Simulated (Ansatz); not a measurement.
# FH3HfO3: the cost of one run

Method: UKS PBE-D4/def2-SVP, in Ansatz 0.2.0.

## Step 1: The structure to begin with

Bond lengths: Hf1–F2 2.545 Å, Hf1–O3 1.814 Å, Hf1–H4 2.177 Å, Hf1–O5 1.869 Å, Hf1–O6 1.869 Å, O5–H7 0.968 Å, O6–H8 0.968 Å. Angles: F2–Hf1–O3 64.1°, F2–Hf1–H4 28.4°, F2–Hf1–O5 80.5°, F2–Hf1–O6 80.3°, O3–Hf1–H4 35.7°, O3–Hf1–O5 109.3°, O3–Hf1–O6 108.9°, H4–Hf1–O5 94.1°, H4–Hf1–O6 93.4°, O5–Hf1–O6 123.3°, Hf1–O5–H7 105.4°, Hf1–O6–H8 105.1°.

Coordinates:

```xyz
8

Hf   -0.7949    0.6066    0.3022
F     1.1012   -0.8840   -0.5087
O    -1.0168   -0.1390   -1.3368
H     0.1144   -0.6988   -1.1844
O     0.5789    1.8709    0.2259
O    -0.8781   -0.7410    1.5951
H     1.2722    1.4658   -0.3150
H    -0.3769   -1.4805    1.2216
```

## Step 2: Pulling towards end A

Springs on the bonds that form and break draw the guess towards this end; the thresholds are loose.

input.yaml

```yaml
crystal:
  periodic: [false, false, false]
  atoms:
    - { symbol: Hf, position_ang: [-0.7949, 0.6066, 0.3022] }
    - { symbol: F, position_ang: [1.1012, -0.884, -0.5087] }
    - { symbol: O, position_ang: [-1.0168, -0.139, -1.3368] }
    - { symbol: H, position_ang: [0.1144, -0.6988, -1.1844] }
    - { symbol: O, position_ang: [0.5789, 1.8709, 0.2259] }
    - { symbol: O, position_ang: [-0.8781, -0.741, 1.5951] }
    - { symbol: H, position_ang: [1.2722, 1.4658, -0.315] }
    - { symbol: H, position_ang: [-0.3769, -1.4805, 1.2216] }
magnetization:
  spin_polarized: true
basis:
  gaussian: { orbitals: def2-SVP }
hamiltonian:
  xc: pbe
  dispersion: d4
relax:
  f_tol: 0.15
  max_steps: 25
  restrain:
    - { distance: [3, 1], at: 2.18, k: 30.0 }
    - { distance: [0, 1], at: 2.32, k: 30.0 }
    - { distance: [3, 2], at: 0.97, k: 30.0 }
```

Launch:

```console
ansatz run input.yaml --threads 4 --pin off --max-ram 5120MiB --backend cpu --events-out ev --progress --plain --runs-dir out
```

Q: Estimate wall time and peak memory on 4 threads of Arm Neoverse N1, shared host.

About 41 s, with a peak of 0.2 GiB.
